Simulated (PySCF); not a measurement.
**GeS⁺: changing the method**

What do other methods print for GeS⁺?

Method: each script names its method and basis; program: PySCF 2.14.0.

1 further run of the same task is left out (it didn't finish).

## (1) The starting structure

GeS⁺: 2 atoms, charge 1, spin multiplicity 2.

Bond lengths: Ge1–S2 2.245 Å.

## (2) The run that the others are compared with

input.py reads:

```python
from pyscf import gto, scf, mp

mol = gto.M(
    atom='Ge 0 0 0; S 0 0 2.245',
    basis='lanl2dz',
    ecp={'Ge': 'lanl2dz', 'S': 'lanl2dz'},
    charge=1,
    spin=1,
    verbose=3,
)
mf = scf.UHF(mol)
mf = mf.density_fit(auxbasis='def2-universal-jkfit')
mf.kernel()
mp.MP2(mf).kernel()
mf.dip_moment()
print('orbital energies (hartree):', [e[max(0, n-3):n+3].round(4) for e, n in zip(mf.mo_energy, mol.nelec)])
```

Command:

```console
python input.py
```

## (3) Polarisability

Edit 1 changes step after the SCF: mp2 → polarizability.

Changes to input.py since step 2:

```diff
@@ -1,2 +1,3 @@
-from pyscf import gto, scf, mp
+from pyscf import gto, scf
+from pyscf.prop.polarizability import uhf as pol
 
@@ -13,3 +14,4 @@
 mf.kernel()
-mp.MP2(mf).kernel()
+print('polarizability (a.u.)')
+print(pol.Polarizability(mf).polarizability().round(4))
 mf.dip_moment()
```

## (4) NEVPT2 (ROHF)

Edit 2 changes step after the SCF: mp2 → nevpt2; SCF type: UHF → ROHF; active space: none → 5 electrons in 6 orbitals.

input.py reads:

```python
from pyscf import gto, scf, mcscf, mrpt

mol = gto.M(
    atom='Ge 0 0 0; S 0 0 2.245',
    basis='lanl2dz',
    ecp={'Ge': 'lanl2dz', 'S': 'lanl2dz'},
    charge=1,
    spin=1,
    verbose=3,
)
mf = scf.ROHF(mol)
mf = mf.density_fit(auxbasis='def2-universal-jkfit')
mf.kernel()
mc = mcscf.CASSCF(mf, 6, 5)
mc.kernel()
mc.analyze()
mrpt.NEVPT(mc).kernel()
mf.dip_moment()
print('orbital energies (hartree):', mf.mo_energy[..., max(0, mol.nelec[1]-3):mol.nelec[0]+3].round(4))
```

## (5) Frequency run

Edit 3 changes step after the SCF: mp2 → frequency.

Changes to input.py since step 2:

```diff
@@ -1,2 +1,3 @@
-from pyscf import gto, scf, mp
+from pyscf import gto, scf
+from pyscf.hessian import thermo
 
@@ -13,3 +14,4 @@
 mf.kernel()
-mp.MP2(mf).kernel()
+hess = mf.Hessian().kernel()
+print('wavenumber (cm^-1) =', thermo.harmonic_analysis(mol, hess)['freq_wavenumber'].round(1))
 mf.dip_moment()
```

## (6) SCF alone

Edit 4 changes step after the SCF: mp2 → none.

Changes to input.py since step 2:

```diff
@@ -1,2 +1,2 @@
-from pyscf import gto, scf, mp
+from pyscf import gto, scf
 
@@ -13,3 +13,2 @@
 mf.kernel()
-mp.MP2(mf).kernel()
 mf.dip_moment()
```

What does the calculation give? Wanted: for each run, E(SCF); from base; after the SCF.

The runs gave:

```
           run  E(SCF) (hartree)  from base (eV)                                                                 after the SCF
          base        -13.190249               0                                                     MP2 correlation -2.131 eV
polarisability        -13.190249          0.0000                                                             mean α 38.3 bohr³
 NEVPT2 (ROHF)        -13.182170         +0.2198  NEVPT2 correlation -3.023 eV (from the SCF energy, the CASSCF gain included)
 frequency run        -13.190249          0.0000                                                         highest mode 325 cm⁻¹
     SCF alone        -13.190249          0.0000                                                                           n/a
```

What this shows: Total energies from different bases, Hamiltonians or methods carry different errors, so properties are taken as differences within one set-up.
